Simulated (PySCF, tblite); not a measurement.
# CH8ClSi3 radical: geometry, infrared bands and EPR parameters

Aim: predict the infrared bands and EPR parameters of CH8ClSi3 radical (`C[SiH2][SiH2][SiH]Cl`).

Computed with tblite 0.8.0 and PySCF 2.14.0, with density-fitted response routines of our own, on a single molecule in the gas phase. Atoms are numbered from 0 throughout.

**1. The starting structure**

13 atoms, charge 0, multiplicity 2; geometry from: force field or distance geometry start.

Bonds of the start (Å): C0–Si1 1.84, Si1–Si2 2.25, Si2–Si3 2.21, Si3–Cl4 2.07, C0–H5 1.13, C0–H6 1.11, C0–H7 1.11, Si1–H8 1.45, Si1–H9 1.49, Si2–H10 1.47, Si2–H11 1.47, Si3–H12 1.50.

**2. Geometry optimisation with GFN2-xTB**

Job settings and geometry (Å):

```
{"job": {"kind": "relax", "xc": "GFN2-xTB", "basis": "xTB"}, "charge": 0, "multiplicity": 2}
C     -1.792600     0.850300     0.117700
Si    -0.877300    -0.721900     0.403800
Si     0.972900    -0.876900    -0.865700
Si     2.577700     0.225200     0.184600
Cl     2.728000     2.215800    -0.359600
H     -2.848900     0.648300    -0.217300
H     -1.812900     1.502100     1.020500
H     -1.295500     1.379700    -0.716600
H     -1.721300    -1.865000     0.092700
H     -0.419300    -0.749800     1.826100
H      1.370900    -2.291200    -0.955400
H      0.709100    -0.357900    -2.210700
H      2.404900     0.041800     1.662100
```

Command:

```console
OMP_NUM_THREADS=1 python probes_run.py task.json out
```

One launch serves the whole session: the jobs run in the order shown.

**Question.** This job is followed by: GFN2-xTB harmonic vibrations, gas phase; UKS B3LYP, pcH-1 on C Cl H Si, non-relativistic, mean-field spin-orbit, GIAO. What will the session give for the following? strongest single infrared mode (GFN2-xTB); zero-point energy (GFN2-xTB); g(iso) (B3LYP); ⟨S²⟩; largest a(iso) (averaged by class); potential on the surface of density 0.002 e/bohr³, 1st and 99th percentile.

The runs gave:

| quantity | value |
| --- | --- |
| strongest single infrared mode (GFN2-xTB) | 2168 cm⁻¹, 668 km/mol |
| zero-point energy (GFN2-xTB) | 48.9 kcal/mol |
| g(iso) (B3LYP) | 2.00736 |
| ⟨S²⟩ | 0.752 (exact 0.75) |
| largest a(iso) (averaged by class) | 29Si on Si3, -489.2 MHz |
| potential on the surface of density 0.002 e/bohr³, 1st and 99th percentile | -0.51 V and 1.16 V |

What this shows: The optimisation took 130 steps and gained 0.479 eV; among the close pairs (by a distance rule), Si2–Si3 changed most, from 2.212 to 2.297 Å. All 33 modes are real, so the xTB geometry is a minimum. The strongest single mode, at 2168 cm⁻¹, moves mainly H8 and H9. Unscaled tight-binding wavenumbers are off by several per cent, some by more. Its intensities can rank the bands wrongly. Most of the unpaired spin sits on Si3 (0.83 e). The isotropic g lies 5.0 ppt above the free-electron value. The conformer search found further structures of the same energy, which may be mirror or relabelled copies of this one.
